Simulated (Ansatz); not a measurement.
Working through a ladder of methods at one geometry of Cl3HNSi, SMILES [NH][Si](Cl)(Cl)Cl

Computed with Ansatz's Python interface.

Input file `cl3hnsi.xyz`:
```text
6

N    -0.51460    0.36000    1.35090
Si    0.21080   -0.17320   -0.11370
Cl    1.79290   -1.35810    0.25630
Cl   -0.98080   -1.25180   -1.28200
Cl    0.88590    1.35600   -1.29800
H    -1.35210    1.00300    1.04030
```

Notebook, run cell by cell (the value of a cell's last expression is shown):

In [1]:
```python
from pathlib import Path

import ansatz as az
import numpy as np

SETTINGS = {
    "basis_set": "def2-SVP",
}
```

In [2]:
```python
molecule = az.Crystal.molecule_from_extxyz("cl3hnsi.xyz")
```

In [3]:
```python
job = (
    molecule.calculation()
    .basis(gaussian=SETTINGS["basis_set"])
    .spin("collinear", total=1)
)
```

In [4]:
```python
print("functional    E (Ha)        dipole (D)   HOMO (eV)  LUMO (eV)")
for name in ["cam_b3lyp", "lda", "blyp", "r2scan0", "hf"]:
    summary = job.functional(name).forces().orbitals().run(threads=1, backend="cpu", runs_dir="runs").report
    lines = Path(summary["orbitals_path"]).read_text().splitlines()
    field_of = lambda key: [line.split("=")[1].strip() for line in lines if line.startswith(key)]
    orbitals = [(27.211386 * float(e), s, float(n)) for e, s, n in zip(field_of("Ene="), field_of("Spin="), field_of("Occup="))]
    homo = max(e for e, _, n in orbitals if n > 0.5)
    lumo = min(e for e, _, n in orbitals if n < 0.5)
    dipole = 4.803205 * np.linalg.norm(summary["charge_distribution"]["dipole_moment_e_ang"])
    print(f"{name:10s} {summary['free_energy_ev'] / 27.211386246:14.6f} {dipole:9.3f} {homo:11.3f} {lumo:10.3f}")
```
```text
functional    E (Ha)        dipole (D)   HOMO (eV)  LUMO (eV)
cam_b3lyp    -1724.988741     1.736     -10.277     -3.217
lda          -1718.902161     1.599      -7.325     -6.300
blyp         -1724.930909     1.515      -7.104     -5.627
r2scan0      -1724.823207     1.800      -9.246     -4.068
hf           -1722.015682     1.921     -12.514      0.872
```

Total energies depend on the basis set; only differences at equal settings carry meaning. The geometry is a force-field or estimated start, not a minimum of this method, and the basis set is short of its limit. A lower total doesn't mark the better method: functionals have no common bound, and MP2 and coupled cluster aren't variational. The species is open-shell (spin multiplicity 2). Levels such as HOMO and LUMO are orbital energies: with these approximate functionals they aren't the ionisation energy and electron affinity, and their gap isn't the fundamental gap. Run time: 22 s on 1 thread of Intel(R) Xeon(R) 6975P-C (Granite Rapids), with other jobs on the host, peak memory 0.41 GiB.
